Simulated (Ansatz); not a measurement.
# C2H8S2Si: basis-set convergence

Aim: see how fast density functionals converge with the basis set for C2H8S2Si.

The runs use Ansatz 0.2.0, Gaussian basis; one geometry, several basis sets.

The runs, in order: PBE0-D4/def2-SVP; ωB97M-V/def2-SVP; PBE0-D4/def2-QZVPP; ωB97M-V/def2-QZVPP; the functionals' def2-TZVPP values are taken from earlier runs.

## Step 1: The geometry

The geometry comes from an earlier relaxation with PBE0-D4 in a triple-zeta def2 set; it is a stationary point, not always the lowest conformer.

13 atoms, charge 0, spin multiplicity 1.

Atoms are counted from 1 here; the program's logs count them from 0.

Bond lengths: C1–S2 1.794 Å, C1–H6 1.091 Å, C1–H7 1.090 Å, C1–H8 1.091 Å, S2–C3 1.791 Å, C3–S4 1.824 Å, C3–H9 1.091 Å, C3–H10 1.092 Å, S4–Si5 2.137 Å, Si5–H11 1.484 Å, Si5–H12 1.485 Å, Si5–H13 1.486 Å. Angles: S2–C1–H6 111.2°, S2–C1–H7 106.8°, S2–C1–H8 110.5°, H6–C1–H7 109.1°, H6–C1–H8 109.9°, H7–C1–H8 109.3°, C1–S2–C3 100.5°, S2–C3–S4 116.4°, S2–C3–H9 105.6°, S2–C3–H10 110.9°, S4–C3–H9 109.4°, S4–C3–H10 105.9°, H9–C3–H10 108.4°, C3–S4–Si5 100.0°, S4–Si5–H11 113.5°, S4–Si5–H12 110.7°, S4–Si5–H13 103.4°, H11–Si5–H12 110.0° and more.

As a file:

```xyz
13
C2H8S2Si
C    -1.84040    0.63320    0.54164
S    -0.53220   -0.23059    1.41297
C     0.88699    0.74888    0.92738
S     1.26908    0.79706   -0.85505
Si    1.03825   -1.27087   -1.34091
H    -1.97253    1.64388    0.93106
H    -2.75604    0.06490    0.70569
H    -1.62607    0.67144   -0.52739
H     1.73408    0.32578    1.46875
H     0.76540    1.78884    1.23616
H    -0.37729   -1.69115   -1.48659
H     1.72184   -2.12588   -0.33798
H     1.70928   -1.39020   -2.66114
```

## Step 2: PBE0-D4 in def2-SVP

The input, in.yaml:

```yaml
crystal:
  periodic: [false, false, false]
  atoms:
    - {symbol: C, position_ang: [-1.840397, 0.633202, 0.541639]}
    - {symbol: S, position_ang: [-0.532196, -0.230594, 1.412972]}
    - {symbol: C, position_ang: [0.886991, 0.748880, 0.927379]}
    - {symbol: S, position_ang: [1.269076, 0.797064, -0.855047]}
    - {symbol: Si, position_ang: [1.038251, -1.270874, -1.340912]}
    - {symbol: H, position_ang: [-1.972532, 1.643883, 0.931061]}
    - {symbol: H, position_ang: [-2.756037, 0.064904, 0.705688]}
    - {symbol: H, position_ang: [-1.626066, 0.671441, -0.527391]}
    - {symbol: H, position_ang: [1.734079, 0.325780, 1.468751]}
    - {symbol: H, position_ang: [0.765398, 1.788842, 1.236165]}
    - {symbol: H, position_ang: [-0.377288, -1.691148, -1.486587]}
    - {symbol: H, position_ang: [1.721844, -2.125882, -0.337976]}
    - {symbol: H, position_ang: [1.709278, -1.390197, -2.661141]}
basis:
  gaussian: {orbitals: def2-SVP}
hamiltonian: {xc: pbe0, dispersion: d4}
output: {orbitals: {seedname: orbitals}}
```

After this run come: ωB97M-V in def2-SVP; PBE0-D4 in def2-QZVPP; ωB97M-V in def2-QZVPP.

Q: Predict the results of all the runs planned. Wanted: PBE0-D4: double and triple zeta above quadruple; ωB97M-V: double and triple zeta above quadruple.

As calculated:

| quantity | value |
| --- | --- |
| PBE0-D4: double and triple zeta above quadruple | 13.83, 1.05 eV |
| ωB97M-V: double and triple zeta above quadruple | 13.92, 1.00 eV |

For PBE0-D4 the step from double to triple zeta gains 12.77 eV and the next only 1.05 eV. Total energies overstate the basis error of differences, where much of it tends to cancel. The LUMO of ωB97M-V is positive and keeps falling with the basis (2.38 to 1.41 eV): an unbound level that the basis holds in place.
